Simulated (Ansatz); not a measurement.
# P: the cost of one run

Computed with Ansatz 0.2.0 (DFT PBE+D3(BJ), scalar-relativistic, plane waves, PAW, and further levels as typed in the inputs, unless a step's input says otherwise).

2 further runs of the same task are left out: 2 that didn't finish.

### Step 1. The structure to begin with

The structure is orthorhombic, space group Pbcm (No. 57). Conventional cell: a = 44.326 Å, b = 4.376 Å, c = 3.314 Å, α = 90.00°, β = 90.00°, γ = 90.00°. Around P (site symmetry m) lie 3 P at 2.22 to 2.24 Å.

Structure file:

```xyz
24
Lattice="3.3136 0.0000 0.0000 0.0000 4.3763 0.0000 0.0000 0.0000 44.3258" Properties=species:S:1:pos:R:3 pbc="T T T"
P     0.0000    0.3526   10.1308
P     0.0000    4.0237    8.0000
P     1.6568    2.5407    8.0000
P     1.6568    1.8356   10.1308
P     1.6568    0.3526   15.3698
P     1.6568    4.0237   13.2390
P     0.0000    2.5407   13.2390
P     0.0000    1.8356   15.3698
P     0.0000    0.3526   20.6088
P     0.0000    4.0237   18.4780
P     1.6568    2.5407   18.4780
P     1.6568    1.8356   20.6088
P     1.6568    0.3526   25.8478
P     1.6568    4.0237   23.7170
P     0.0000    2.5407   23.7170
P     0.0000    1.8356   25.8478
P     0.0000    0.3526   31.0868
P     0.0000    4.0237   28.9560
P     1.6568    2.5407   28.9560
P     1.6568    1.8356   31.0868
P     1.6568    0.3526   36.3258
P     1.6568    4.0237   34.1950
P     0.0000    2.5407   34.1950
P     0.0000    1.8356   36.3258
```

### Step 2. Relaxing the atoms: P24 sheet, no spin

input.yaml

```yaml
crystal:
  lattice:
    - [3.3136, 0.0, 0.0]
    - [0.0, 4.3763, 0.0]
    - [0.0, 0.0, 44.32580608]
  atoms:
    - { symbol: P, position: [0.0, 0.08056, 0.2285532284] }
    - { symbol: P, position: [0.0, 0.91944, 0.1804817714] }
    - { symbol: P, position: [0.5, 0.58056, 0.1804817714] }
    - { symbol: P, position: [0.5, 0.41944, 0.2285532284] }
    - { symbol: P, position: [0.5, 0.08056, 0.3467462284] }
    - { symbol: P, position: [0.5, 0.91944, 0.2986747714] }
    - { symbol: P, position: [0.0, 0.58056, 0.2986747714] }
    - { symbol: P, position: [0.0, 0.41944, 0.3467462284] }
    - { symbol: P, position: [0.0, 0.08056, 0.4649392285] }
    - { symbol: P, position: [0.0, 0.91944, 0.4168677715] }
    - { symbol: P, position: [0.5, 0.58056, 0.4168677715] }
    - { symbol: P, position: [0.5, 0.41944, 0.4649392285] }
    - { symbol: P, position: [0.5, 0.08056, 0.5831322285] }
    - { symbol: P, position: [0.5, 0.91944, 0.5350607715] }
    - { symbol: P, position: [0.0, 0.58056, 0.5350607715] }
    - { symbol: P, position: [0.0, 0.41944, 0.5831322285] }
    - { symbol: P, position: [0.0, 0.08056, 0.7013252286] }
    - { symbol: P, position: [0.0, 0.91944, 0.6532537716] }
    - { symbol: P, position: [0.5, 0.58056, 0.6532537716] }
    - { symbol: P, position: [0.5, 0.41944, 0.7013252286] }
    - { symbol: P, position: [0.5, 0.08056, 0.8195182286] }
    - { symbol: P, position: [0.5, 0.91944, 0.7714467716] }
    - { symbol: P, position: [0.0, 0.58056, 0.7714467716] }
    - { symbol: P, position: [0.0, 0.41944, 0.8195182286] }
  periodic: [true, true, false]
scf:
  occupations: { method: gaussian, width: 0.02 }
  n_extra_bands: 6
output:
  forces: true
  stress: false
  write_density: true
  write_potential: true
  elf: true
  volumetric_format: npy
kpoints:
  mp_grid: { grid: [12, 9, 1] }
hamiltonian:
  xc: pbe
  dispersion: d3bj
relax:
  f_tol: 0.004
  max_steps: 100
```

Launch:

```sh
ansatz run input.yaml --threads 8 --pin off --max-ram 30720MiB --backend cpu --events-out ev --progress --plain --runs-dir out
```

Q: Estimate wall time and peak memory on 8 threads of Intel Xeon Platinum 8488C (Sapphire Rapids), shared host.

About 2.9 min, with a peak of 5.2 GiB.
